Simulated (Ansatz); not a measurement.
# B6As: the cost of one run

Computed with Ansatz 0.2.0 (DFT PBEsol, scalar-relativistic, plane waves, PAW, unless a step's input says otherwise).

3 further runs of the same task are left out: 3 set aside as unsound or not needed.

## 1. The system as given

Symmetry: R-3m, No. 166, trigonal system. Conventional cell: a = 6.123 Å, b = 6.123 Å, c = 11.844 Å, α = 90.00°, β = 90.00°, γ = 120.00°. Around B (site symmetry m) lie 6 B at 1.77 to 1.89 Å. B (site symmetry m) is surrounded by 5 B at 1.73 to 1.81 Å. As (site symmetry 3m) has 3 B at 1.99 Å as nearest neighbours.

Coordinates:

```
CELL_PARAMETERS angstrom
3.06138 1.76749 3.94786
-3.06138 1.76749 3.94786
0.00000 -3.53497 3.94786
ATOMIC_POSITIONS crystal
B 0.01568 0.01568 0.32466
B 0.01568 0.32466 0.01568
B 0.82180 0.27259 0.82180
B 0.82180 0.82180 0.27259
B 0.27259 0.82180 0.82180
B 0.72741 0.17820 0.17820
B 0.17820 0.72741 0.17820
B 0.17820 0.17820 0.72741
B 0.98432 0.67534 0.98432
B 0.98432 0.98432 0.67534
B 0.67534 0.98432 0.98432
B 0.32466 0.01568 0.01568
As 0.60080 0.60080 0.60080
As 0.39920 0.39920 0.39920
```

It goes back to an entry of the Materials Project.

This cell was relaxed beforehand with the same method: volume 9.16 Å³/atom, gap on the mesh 2.62 eV.

## 2. Dielectric function

The input, input.yaml:

```yaml
crystal:
  lattice:
    - [3.0613767659, 1.7674866999, 3.9478644729]
    - [-3.0613767659, 1.7674866999, 3.9478644729]
    - [0.0, -3.5349733997, 3.947864473]
  atoms:
    - { symbol: B, position: [0.0156755065, 0.0156755065, 0.324663046] }
    - { symbol: B, position: [0.0156755065, 0.324663046, 0.0156755065] }
    - { symbol: B, position: [0.8217969082, 0.2725904236, 0.8217969082] }
    - { symbol: B, position: [0.8217969082, 0.8217969082, 0.2725904236] }
    - { symbol: B, position: [0.2725904236, 0.8217969082, 0.8217969082] }
    - { symbol: B, position: [0.7274095764, 0.1782030918, 0.1782030918] }
    - { symbol: B, position: [0.1782030918, 0.7274095764, 0.1782030918] }
    - { symbol: B, position: [0.1782030918, 0.1782030918, 0.7274095764] }
    - { symbol: B, position: [0.9843244935, 0.675336954, 0.9843244935] }
    - { symbol: B, position: [0.9843244935, 0.9843244935, 0.675336954] }
    - { symbol: B, position: [0.675336954, 0.9843244935, 0.9843244935] }
    - { symbol: B, position: [0.324663046, 0.0156755065, 0.0156755065] }
    - { symbol: As, position: [0.6007980163, 0.6007980163, 0.6007980163] }
    - { symbol: As, position: [0.3992019837, 0.3992019837, 0.3992019837] }
basis:
  ecutwfc: 420
kpoints:
  mp_grid: { grid: [6, 6, 6] }
hamiltonian:
  xc: pbesol
scf:
  occupations: { method: gaussian, width: 0.01 }
  n_extra_bands: 56
output:
  eigenvalues: true
  optics: { e_range: [0, 14], sigma: 0.1, nscf_kmesh: { grid: [12, 12, 12] } }
checkpoint:
  read: start.run
  write: ck
  compress: false
  write_wavefunctions: false
  write_every: 100000
```

Started as:

```
ansatz run input.yaml --threads 4 --pin off --max-ram 12288MiB --backend cpu --events-out ev --progress --plain --runs-dir out
```

What time and memory should one allow on 4 threads of Intel Xeon Platinum 8375C at 2.90GHz (Ice Lake), shared host?

About 2.4 min, with a peak of 5.4 GiB.
